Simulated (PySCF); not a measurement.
**AsSF3: structure of the singlet**

The task is one start of a wider search on AsSF3: the singlet, from a tetrahedral start. It is relaxed, tested by its Hessian and followed downhill if it is a saddle.

Computed with PySCF 2.14.0. Level: PBE, basis As def2-SVP, S def2-SVP, F def2-SVP, no relativity, density fitting.

## Step 1: The starting structure

5 atoms, charge 0, spin multiplicity 1.

Bond lengths: As1–S2 2.080 Å, As1–F3 1.850 Å, As1–F4 1.850 Å, As1–F5 1.850 Å. Angles: S2–As1–F3 109.5°, S2–As1–F4 109.5°, S2–As1–F5 109.5°, F3–As1–F4 109.5°, F3–As1–F5 109.5°, F4–As1–F5 109.5°.

```xyz
5
charge 0 multiplicity 1
As    0.0000    0.0000    0.0000
S     0.0000   -1.6984   -1.2008
F     1.5106    0.0000    1.0680
F    -1.5106    0.0000    1.0680
F     0.0000    1.5106   -1.0680
```

## Step 2: First SCF at the start

The steps below are one call of a driver around PySCF. For each, scf.py gives the equivalent set-up of the SCF; relaxations use the driver's own optimiser. After this first run the driver tries any further starts and a stability analysis.

scf.py

```python
from pyscf import gto, scf, dft
mol = gto.M(atom='''
As     0.000000     0.000000     0.000000
S     -0.000000    -1.698400    -1.200800
F      1.510600     0.000000     1.068000
F     -1.510600     0.000000     1.068000
F      0.000000     1.510600    -1.068000''',
    basis={'As': 'def2-SVP', 'S': 'def2-SVP', 'F': 'def2-SVP'},
    charge=0, spin=0)
mf = dft.RKS(mol, xc='PBE')
mf.grids.atom_grid = (50, 194)
aux = {'As': 'def2-universal-JKFIT', 'S': 'def2-universal-JKFIT', 'F': 'def2-universal-JKFIT'}
mf = mf.density_fit(auxbasis=aux)
mf.conv_tol = 1e-08
mf.diis_space = 10
mf.max_cycle = 60
mf.init_guess = 'minao'
mf.verbose = 4
mf.kernel()
```

Run with:

```
OMP_NUM_THREADS=2 python axn.py task.json out
```

The log of the run:

```text
init E= -2931.72113265279
  HOMO = -0.297454870046471  LUMO = -0.205721811011504  gap/eV = 2.49618
cycle= 1 E= -2931.94532387452  delta_E= -0.224  |g|= 1.12  |ddm|= 2.61
  HOMO = -0.227298181651757  LUMO = -0.182604841607397  gap/eV = 1.21617
cycle= 2 E= -2930.61652263302  delta_E= 1.33  |g|= 2.88  |ddm|= 3.21
  HOMO = -0.237498519926667  LUMO = -0.205043265129537  gap/eV = 0.88315
cycle= 3 E= -2932.18402615947  delta_E= -1.57  |g|= 0.129  |ddm|= 2.29
  HOMO = -0.272581135730772  LUMO = -0.204245351076001  gap/eV = 1.85951
cycle= 4 E= -2932.17482456986  delta_E= 0.0092  |g|= 0.219  |ddm|= 0.426
  HOMO = -0.257822500981938  LUMO = -0.212303088668874  gap/eV = 1.23865
cycle= 5 E= -2932.18796732884  delta_E= -0.0131  |g|= 0.0543  |ddm|= 0.324
  HOMO = -0.256262996447712  LUMO = -0.20910096820689  gap/eV = 1.28334
cycle= 6 E= -2932.18898457744  delta_E= -0.00102  |g|= 0.00783  |ddm|= 0.0804
  HOMO = -0.255702899631763  LUMO = -0.208968741609737  gap/eV = 1.27170
cycle= 7 E= -2932.18900179772  delta_E= -1.72e-05  |g|= 0.000922  |ddm|= 0.0107
  HOMO = -0.255776752758832  LUMO = -0.209021465186543  gap/eV = 1.27228
cycle= 8 E= -2932.1890021021  delta_E= -3.04e-07  |g|= 0.000202  |ddm|= 0.00137
  HOMO = -0.25576663663607  LUMO = -0.209009127161495  gap/eV = 1.27234
cycle= 9 E= -2932.18900210099  delta_E= 1.11e-09  |g|= 0.000196  |ddm|= 0.000306
  HOMO = -0.255767287115973  LUMO = -0.209006464132794  gap/eV = 1.27243
cycle= 10 E= -2932.18900210853  delta_E= -7.54e-09  |g|= 3.56e-05  |ddm|= 0.000184
  HOMO = -0.25577560026652  LUMO = -0.209003733207881  gap/eV = 1.27273
Extra cycle  E= -2932.1890021055  delta_E= 3.03e-09  |g|= 0.000104  |ddm|= 0.000183
converged SCF energy = -2932.1890021055
```

This step, with its further starts and checks, took 7.8 s on 2 threads of Arm Neoverse V2, shared host.

The test of internal stability found no lower closed-shell solution.

## Step 3: Relaxation: tetrahedral start, singlet

The program finds C3v symmetry in the start, which this walk keeps. The walk stops when the largest gradient is under 0.0003 Eh/bohr and the energy has settled too.

Changes to scf.py since step 2:

```diff
@@ -3,5 +3,5 @@
-As     0.000000     0.000000     0.000000
-S     -0.000000    -1.698400    -1.200800
-F      1.510600     0.000000     1.068000
-F     -1.510600     0.000000     1.068000
-F      0.000000     1.510600    -1.068000''',
+As     0.000000     0.156184     0.110500
+S     -0.000000    -1.541832    -1.090844
+F      1.510527     0.155905     1.178603
+F     -1.510527     0.155905     1.178603
+F     -0.000000     1.666989    -0.957210''',
@@ -17 +16,0 @@
-mf.init_guess = 'minao'
```

Energy and gradient, step by step:

```tsv
step	energy (Eh)	change (kJ/mol)	largest symmetric gradient (Eh/bohr)
0	-2932.189002	0.00	0.04261
1	-2932.224445	-93.06	0.02037
2	-2932.228537	-103.80	0.02016
3	-2932.229369	-105.98	0.01075
4	-2932.229765	-107.02	0.00104
5	-2932.229780	-107.06	0.00030
6	-2932.229781	-107.06	0.00005
```

The walk took 12 s.

Geometry (Å) and forces (eV/Å) at some steps:

```
step 0
As   0.000   0.156   0.111   0.000  -1.361  -0.983
S    0.000  -1.542  -1.091   0.000   0.973   0.691
F    1.511   0.156   1.179  -2.199   0.863  -0.928
F   -1.511   0.156   1.179   2.199   0.863  -0.928
F    0.000   1.667  -0.957   0.000  -1.336   2.149
step 1
As   0.000   0.057   0.040   0.000   0.514   0.355
S    0.000  -1.582  -1.119   0.000  -0.192  -0.133
F    1.372   0.249   1.147  -1.047   0.244  -0.567
F   -1.372   0.249   1.147   1.047   0.244  -0.567
F    0.000   1.622  -0.794   0.000  -0.811   0.910
step 3
As   0.000   0.011   0.008   0.000   0.539   0.410
S    0.000  -1.635  -1.156   0.000   0.092   0.068
F    1.294   0.307   1.133  -0.151  -0.165  -0.220
F   -1.294   0.307   1.133   0.151  -0.165  -0.220
F    0.000   1.602  -0.697   0.000  -0.302  -0.038
step 6
As   0.000   0.026   0.018   0.000  -0.008   0.017
S    0.000  -1.617  -1.144   0.000  -0.002   0.001
F    1.300   0.295   1.128  -0.010   0.005   0.001
F   -1.300   0.295   1.128   0.010   0.005   0.001
F    0.000   1.595  -0.710   0.000   0.001  -0.021
```

After 6 steps and 107.1 kJ/mol it ends at C3v: As–F 1.730 Å (×3), As–S 2.013 Å; F–As–F 97.4° (×3), F–As–S 119.8° (×3).

## Step 4: Frequencies

The point is checked on the finer grid, and tightened if its gradient asks for it. The Hessian and the dipole derivatives come from central differences of analytic gradients, with steps of 0.02 bohr.

Changes to scf.py since step 3:

```diff
@@ -3,5 +3,5 @@
-As     0.000000     0.156184     0.110500
-S     -0.000000    -1.541832    -1.090844
-F      1.510527     0.155905     1.178603
-F     -1.510527     0.155905     1.178603
-F     -0.000000     1.666989    -0.957210''',
+As    -0.000000     0.075981     0.053757
+S      0.000000    -1.567463    -1.108977
+F      1.299266     0.345623     1.163417
+F     -1.299266     0.345623     1.163417
+F     -0.000000     1.645368    -0.673683''',
@@ -11 +11 @@
-mf.grids.atom_grid = (50, 194)
+mf.grids.atom_grid = (75, 302)
@@ -14 +14 @@
-mf.conv_tol = 1e-08
+mf.conv_tol = 1e-10
```

The driver hands on the density of the step before, so the log starts near convergence.

SCF at the final geometry:

```text
init E= -2932.22956302204
  HOMO = -0.269978803601987  LUMO = -0.130348670697323  gap/eV = 3.79953
cycle= 1 E= -2932.22956302203  delta_E= 1e-11  |g|= 8.86e-06  |ddm|= 1.17e-05
  HOMO = -0.269977903959151  LUMO = -0.130348907050274  gap/eV = 3.79950
Extra cycle  E= -2932.22956302191  delta_E= 1.26e-10  |g|= 2.32e-05  |ddm|= 3.11e-05
converged SCF energy = -2932.22956302191
```

The whole step took 31 s.

Geometry: C3v; As–F 1.730 Å (×3), As–S 2.013 Å; F–As–F 97.4° (×3), F–As–S 119.9° (×3).

Modes, for the most abundant isotopes:

| symmetry | ω (cm⁻¹) | IR (km/mol) | type |
| --- | --- | --- | --- |
| e | 183 | 7.7 | bend |
| e | 256 | 20.6 | bend |
| a1 | 302 | 33.0 | bend |
| a1 | 545 | 9.0 | stretch |
| e | 707 | 157 | stretch |
| a1 | 722 | 139 | stretch |

All wavenumbers are real: a minimum.

Constants and moments:

```
Dipole moment                                                   : 0.45 D
Highest occupied level                                          : -7.35 eV
Lowest empty level                                              : -3.55 eV
Rotational constants                                            : 0.1314, 0.07187, 0.07187 cm⁻¹
Zero-point energy                                               : 23.1 kJ/mol
Principal polarisabilities                                      : 29.5, 29.5, 55.5 bohr³
Atomisation energy without zero-point energy                    : 1614 kJ/mol
Principal traceless quadrupole moments about the centre of mass : -0.16, -0.16, 0.32 D Å
Entropy at 298.15 K and 1 bar                                   : 322.6 J/(mol K)
Heat capacity Cp at 298.15 K                                    : 85.4 J/(mol K)
Enthalpy at 298.15 K above 0 K                                  : 17.96 kJ/mol
Rotational symmetry number                                      : 3
```

Populations by atom (charges in e):

```tsv
atom	Mulliken	Löwdin	polar tensor	Mayer order to As1
As1	1.03	0.59	2.03	–
S2	-0.20	-0.08	-0.37	1.78
F3,4,5	-0.28	-0.17	-0.55	0.98
```

Outer orbital energies (eV). occupied: -11.06, -11.06, -10.46, -10.46, -10.25, -10.20, -7.35, -7.35; empty: -3.55, -1.44, -1.44, 1.81.

Mulliken populations on As1: s 7.33, p 14.10, d 10.53.

## Step 5: Fields at the lowest minimum

The plane holds As1 at (0.00, 0.00), S2 at (2.01, 0.00), F3 at (-0.86, 1.50) Å. Columns run from x = -2.85 to 4.35 Å, rows from y = 3.75 (top) to -1.95 Å, in steps of 0.3 Å.

Density (cut at 5 e/Å³):

Ten steps from '0' (0.000 e/Å³) to '9' (5.000 e/Å³), finer at the low end (step k begins (100^(k/10) - 1)/99 of the way up):
```
0000000000000000000000000
0000000000000000000000000
0000000000000000000000000
0000000000000000000000000
0000112221000000000000000
0001245643100000000000000
0001479985210000000000000
0002599996311111111000000
0002599996422222322100000
0002479986443334443210000
0001246666654456665421000
0000134579976567876531000
0000124699996669997531000
0000124699996669997531000
0000123579976567876531000
0000123456654456665421000
0000112334433334443210000
0000011222222222322100000
0000000111111111111000000
0000000000000000000000000
```

ELF (0 where the density is under 0.005 e/Å³):

Ten even steps from '0' (0.00) to '9' (0.91):
```
0000000000000000000000000
0000000000000000000000000
0000000000000000000000000
0000011211000000000000000
0000134543100000000000000
0002468886300001100000000
0013689998400024554300000
0025893198300146776531000
0025893187311358898752000
0014799885334579999853100
0002467631136689999973100
0000123215514771117974100
0000012155553743881984100
0000012155553743881984100
0000002215515771117974100
0000001221136789999973100
0000000122356679999863100
0000000001234468898752000
0000000000012346776531000
0000000000001124554300000
```

Highest occupied orbital at -7.35 eV (sign arbitrary; one member if degenerate):

Ten even steps from '0' (-0.53 Å^-3/2) to '9' (0.53 Å^-3/2):
```
5555555555555555555555555
5555555555555555555555555
5555555555555555555555555
5555555555555555555555555
5555555544555555555555555
5555555544455555555555555
5555555444455555555555555
5555566434455555555555555
5555556334555556665555555
5555555444555666666555555
5555554445556667776555555
5555554455555667776555555
5555544555355555045555555
4444455444754444954444444
4444455444444332223444444
4444455444443332223444444
4444455444444333333444444
4444445444444443334444444
4444444444444444444444444
4444444444444444444444444
```

Along As1–S2 (2.013 Å) the density is least, 1.00 e/Å³, about 1.01 Å from As1; ELF there is 0.70.

Making the fields took 2.3 s.

## Step 6: Outcome

| quantity | value |
| --- | --- |
| minimum | singlet, C3v |
| geometry | As–F 1.730 Å (×3), As–S 2.013 Å; F–As–F 97.4° (×3), F–As–S 119.9° (×3) |
| wavenumbers (cm⁻¹) | 183 (e), 256 (e), 302 (a1), 545 (a1), 707 (e), 722 (a1) |
| dipole moment | 0.45 D |
| highest occupied, lowest empty level | -7.35, -3.55 eV |
| polar-tensor charge of As1 | +2.03 e |
| zero-point energy | 23.1 kJ/mol |
| entropy at 298.15 K | 322.6 J/(mol K) |
| atomisation energy (no zero-point energy) | 1614 kJ/mol |

The tetrahedral start keeps its C3v symmetry and ends in a minimum. In the infrared the band at 707 cm⁻¹ (e, stretch) leads. Only this shape and spin were tried, so other structures or states may lie lower.

The search up to here took 50 s on 2 threads of Arm Neoverse V2, shared host.
